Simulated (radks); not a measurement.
# Ar³⁺ in [Ne] 3s2 3p2.75 4s0.25: an all-electron calculation

Aim: the levels, the sizes of the orbitals and the parts of the energy of the argon ion Ar3+.

Program: radks (a radial shooting solver on a logarithmic mesh, Libxc functionals) version 1. Level of theory: non-relativistic Kohn-Sham, exchange-only B88, spin-polarised, spherical densities, point nucleus; open shells are filled with parallel spins first. These are calculated values, not measurements, unless marked.

## (1) Starting point

```
element       : argon (Z = 18)
charge        : +3
electrons     : 15
configuration : [Ne] 3s2 3p2.75 4s0.25
```

## (2) Self-consistent calculation

Settings of this run:

```text
Z 18
configuration [Ne] 3s2 3p2.75 4s0.25 3d0 4p0
relativity non-relativistic
functional b88,
spin polarised
nucleus point
```

Command:

```bash
> python run_ks.py task.json out
```

All runs below come from this command, one after another.

**Question.** What will this run give?

As calculated:

| quantity | value |
| --- | --- |
| total energy | -523.58140 hartree |
| exchange-correlation share of it | 5.52 % |
| −T/E | 1.0000 |
| highest occupied level | 4s up, -22.638 eV |
| most extended occupied level | 4s up, <r> = 3.10 bohr |
| radius at density 0.001 e/bohr³ | 3.30 bohr |
| maxima of the radial density | 3 |

The radial density shows 3 maxima for 4 occupied principal shells; where shells overlap, one shows as a shoulder or not at all. −T/E = 1.0000, near the virial value of 1. This is not the tabulated ground configuration, so its levels and sizes aren't those of the ground state, and no measured value stands beside it.
